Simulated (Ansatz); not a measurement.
**Te3W: one candidate structure**

Where does Te3W go from the start given, TiAl3 (D0_22) type (I4/mmm, No. 139)?

Program: Ansatz 0.2.0. Level of theory: DFT PBE, scalar-relativistic, plane waves, PAW. These are calculated values, not measurements.

## Step 1: The structure to begin with

Symmetry: I4/mmm, No. 139, tetragonal system. Conventional cell: a = 4.690 Å, b = 4.690 Å, c = 10.475 Å, α = 90.00°, β = 90.00°, γ = 90.00°. Around Te (site symmetry 4/mmm) lie 4 W at 3.32 Å. Around Te (site symmetry -4m2) lie 8 Te at 3.32 to 3.52 Å and 4 W at 3.52 Å. Around W (site symmetry 4/mmm) lie 12 Te at 3.32 to 3.52 Å.

Coordinates:

```cif
data_structure
_symmetry_space_group_name_H-M 'P 1'
_symmetry_Int_Tables_number 1
_cell_length_a 6.1991
_cell_length_b 6.1991
_cell_length_c 6.1991
_cell_angle_alpha 135.550
_cell_angle_beta 135.550
_cell_angle_gamma 64.676
_cell_volume 115.19
loop_
_atom_site_label
_atom_site_type_symbol
_atom_site_fract_x
_atom_site_fract_y
_atom_site_fract_z
_atom_site_occupancy
Te1 Te 0.50000 0.50000 0.00000 1
Te2 Te 0.25000 0.75000 0.50000 1
Te3 Te 0.75000 0.25000 0.50000 1
W1 W 0.00000 0.00000 0.00000 1
```

(A quick probe on a coarse mesh, which set the mesh and smearing, is not shown.)

## Step 3: Rough relaxation on the coarse mesh

Contents of input.yaml:

```yaml
crystal:
  lattice:
    - [-2.3447735098, 2.3447735098, 5.237675892]
    - [2.3447735098, -2.3447735098, 5.237675892]
    - [2.3447735098, 2.3447735098, -5.237675892]
  atoms:
    - { symbol: Te, position: [0.5, 0.5, 0.0] }
    - { symbol: Te, position: [0.25, 0.75, 0.5] }
    - { symbol: Te, position: [0.75, 0.25, 0.5] }
    - { symbol: W, position: [0.0, 0.0, 0.0] }
basis:
  ecutwfc: 420
kpoints:
  mp_grid: { grid: [6, 6, 6] }
hamiltonian:
  xc: pbe
scf:
  occupations: { method: gaussian, width: 0.1 }
  lower_state_search: "off"
output:
  forces: true
  stress: true
  eigenvalues: true
relax:
  adjacent_minimum: "off"
  f_tol: 0.04
  max_steps: 70
  cell: { stress_tol: 0.4 }
```

Command:

```sh
$ ansatz run input.yaml --threads 1 --pin off --max-ram 2560MiB --backend cpu --events-out ev --progress --plain --runs-dir out
```

The session goes on with these runs: full relaxation.

Q: Predict the outcome of this session.

**Answer**, as computed:

Formation energies count from the elements, computed with the same settings in runs not shown here.

```
                          quantity                                                                      value
               cell (conventional)  a = 7.151 Å, b = 7.151 Å, c = 7.151 Å, α = 90.00°, β = 90.00°, γ = 90.00°
                       space group                                                            Fm-3m (No. 225)
                            volume                                                              22.86 Å³/atom
                   gap on the mesh                                                               none (metal)
formation energy from the elements                                                             +0.884 eV/atom
```

What this shows: The structure ended in another space group than at the start: I4/mmm to Fm-3m. The formation energy of +0.88 eV/atom is positive, so the elements lie lower than this structure; another structure of the compound can lie lower. The runs treat Te, W without spin-orbit coupling.
